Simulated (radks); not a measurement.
**V²⁺ in [Ne] 3s2 3p5.75 3d3.25: an all-electron calculation**

An exercise on one series of results from a longer session: the logs are not shown, and one member is left open.

The numbers are computed with radks (a radial shooting solver on a logarithmic mesh, Libxc functionals) version 1 (non-relativistic Kohn-Sham, revPBE, spin-polarised, spherical densities, point nucleus; open shells are filled with parallel spins first), except any that are marked as measured or tabulated.

**The atom as given**

* element: vanadium (Z = 23)
* charge: +2
* electrons: 21
* configuration: [Ne] 3s2 3p5.75 3d3.25

Set-up of the first run:

Settings of this run:

```text
Z 23
configuration [Ne] 3s2 3p5.75 3d3.25
relativity non-relativistic
functional pbe_r,pbe
spin polarised
nucleus point
```

Steps of the session up to this table: Self-consistent calculation.

One table of the session follows, with a row left open; its other results are not shown here.

It belongs to the step «Orbitals and density». Sizes of the orbitals, from the radial functions (bohr):

| level | <r> | outermost maximum (interpolated) | 90 % within | nodes |
| --- | --- | --- | --- | --- |
| 1s up | 0.06704 | 0.0441 | 0.119 | 0 |
| 1s down | 0.06703 | 0.0441 | 0.119 | 0 |
| 2s up | ? | ? | ? | ? |
| 2s down | 0.3106 | 0.258 | 0.482 | 1 |
| 2p up | 0.2752 | 0.209 | 0.452 | 0 |
| 2p down | 0.2747 | 0.209 | 0.451 | 0 |
| 3s up | 0.9550 | 0.826 | 1.43 | 2 |
| 3s down | 0.9569 | 0.827 | 1.43 | 2 |
| 3p up | 1.015 | 0.848 | 1.56 | 1 |
| 3p down | 1.020 | 0.849 | 1.57 | 1 |
| 3d up | 1.287 | 0.883 | 2.18 | 0 |
| 3d down | 1.343 | 0.892 | 2.32 | 0 |

Q: Estimate the row for 2s up from the others.

**Answer.** <r>: 0.3111; outermost maximum (interpolated): 0.258; 90 % within: 0.483; nodes: 1. In the column «<r>» it lies between 2s down (0.3106) and 3s up (0.9550).
